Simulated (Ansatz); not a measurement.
# CH3Cl3OSi: molecular dynamics

Aim: follow the molecule's vibrations and see whether its bonds hold. The start is relaxed first. Runs: 500 steps of 1 fs at constant energy, with velocities drawn for 100 K. SMILES of the start: CO[Si](Cl)(Cl)Cl.

Method: RKS B3LYP/STO-3G, in Ansatz 0.2.0.

## (1) The structure to begin with

Bond lengths: Si1–O2 1.680 Å, O2–C3 1.420 Å, C3–H4 1.110 Å, C3–H5 1.110 Å, C3–H6 1.110 Å, Si1–Cl7 2.130 Å, Si1–Cl8 2.128 Å, Si1–Cl9 2.128 Å. Angles: Si1–O2–C3 125.0°, O2–Si1–Cl7 109.4°, O2–Si1–Cl8 109.5°, O2–Si1–Cl9 109.5°, Cl7–Si1–Cl8 109.5°, Cl7–Si1–Cl9 109.5°, Cl8–Si1–Cl9 109.5°, O2–C3–H4 109.5°, O2–C3–H5 109.5°, O2–C3–H6 109.5°, H4–C3–H5 109.4°, H4–C3–H6 109.4°, H5–C3–H6 109.4°.

Structure file:

```xyz
9

Si    0.0000    0.0000    0.0000
O     0.0000    0.0000    1.6800
C    -1.1112   -0.3437    2.4945
H    -1.8140   -0.9775    1.9143
H    -0.7584   -0.9037    3.3856
H    -1.6313    0.5809    2.8212
Cl    2.0086    0.0000   -0.7093
Cl   -1.0032    1.7381   -0.7093
Cl   -1.0032   -1.7381   -0.7093
```

## (2) Preparing the start

File input.yaml:

```yaml
crystal:
  periodic: [false, false, false]
  atoms:
    - { symbol: Si, position_ang: [0.0, 0.0, 0.0] }
    - { symbol: O, position_ang: [0.0, 0.0, 1.68] }
    - { symbol: C, position_ang: [-1.1112, -0.3437, 2.4945] }
    - { symbol: H, position_ang: [-1.814, -0.9775, 1.9143] }
    - { symbol: H, position_ang: [-0.7584, -0.9037, 3.3856] }
    - { symbol: H, position_ang: [-1.6313, 0.5809, 2.8212] }
    - { symbol: Cl, position_ang: [2.0086, 0.0, -0.7093] }
    - { symbol: Cl, position_ang: [-1.0032, 1.7381, -0.7093] }
    - { symbol: Cl, position_ang: [-1.0032, -1.7381, -0.7093] }
basis:
  gaussian: { orbitals: STO-3G }
hamiltonian:
  xc: b3lyp
relax:
  f_tol: 0.02
  max_steps: 40
output:
  orbitals: {}
```

The run is started by

```sh
ansatz run input.yaml --threads 1 --pin off --max-ram 2048MiB --backend cpu --events-out ev --progress --plain --runs-dir out
```

Further steps of the session: Dynamics.

Q: Predict the outcome of this session. Wanted: relaxation of the start; temperature, first and last step; temperature, second half; potential energy, second half; largest change of the total energy; bonds formed or broken.

**Answer**, as computed:

| quantity | value |
| --- | --- |
| relaxation of the start | 7 moves, 0.227 eV lower |
| length | 500 steps of 1 fs |
| temperature, first and last step | 100 and 51 K |
| temperature, second half | mean 50 K, from 18 to 82 K |
| potential energy, second half | +5 meV/atom from the start |
| largest change of the total energy | 0.11 meV/atom |
| bonds formed or broken | 0 |

**Reading.** The temperature starts at 100 K and averages 50 K in the second half, where it ranges from 18 to 82 K; a mean near half the start is what vibrations about a minimum give, since they share energy equally between motion and strain. The total energy strays from its start by at most 0.11 meV/atom, 2.1 % of the mean kinetic energy, fair for a step of 1 fs. No bond forms or breaks. Averages from a run of 500 fs with 9 atoms are rough. The nuclei move classically, without zero-point motion, which matters most for hydrogen. The basis is very small, so the numbers are rough.
